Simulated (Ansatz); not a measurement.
**Sn3Te in Ansatz: the effect of functional**

The system is Sn3Te.

```
Te Sn
1.0
     4.76630    0.00000    0.00000
     0.00000    4.76630    0.00000
     0.00000    0.00000    4.76630
Te Sn
1 3
Direct
  0.00000 0.00000 0.00000
  0.00000 0.50000 0.50000
  0.50000 0.00000 0.50000
  0.50000 0.50000 0.00000
```

The cell comes from a database or a generator and needn't be the stable form of this composition.

The cell isn't the ideal one: volume scaled by 0.94.

Alike in all runs:

- Program: Ansatz 0.2.0
- Task: single point
- Potentials or basis: Ansatz PAW
- k mesh: 6 × 6 × 6
- Occupations: fermi-dirac, width 0.05 eV
- Spin: no spin polarisation

```tsv
functional	cutoff	pressure (GPa)
LDA	420 eV (not typed: the program's choice for these potentials)	-0.7
r2SCAN	500 eV (not typed: the program's choice for these potentials)	2.7
PBE	420 eV (not typed: the program's choice for these potentials)	?
```

Problem. What does the run with functional PBE give?

Solution. Pressure 3.5 GPa.

Caveats: the PAW data sets come from PBE, with cores solved anew for the run's functional, which leaves a small shift of forces and pressure (some runs).
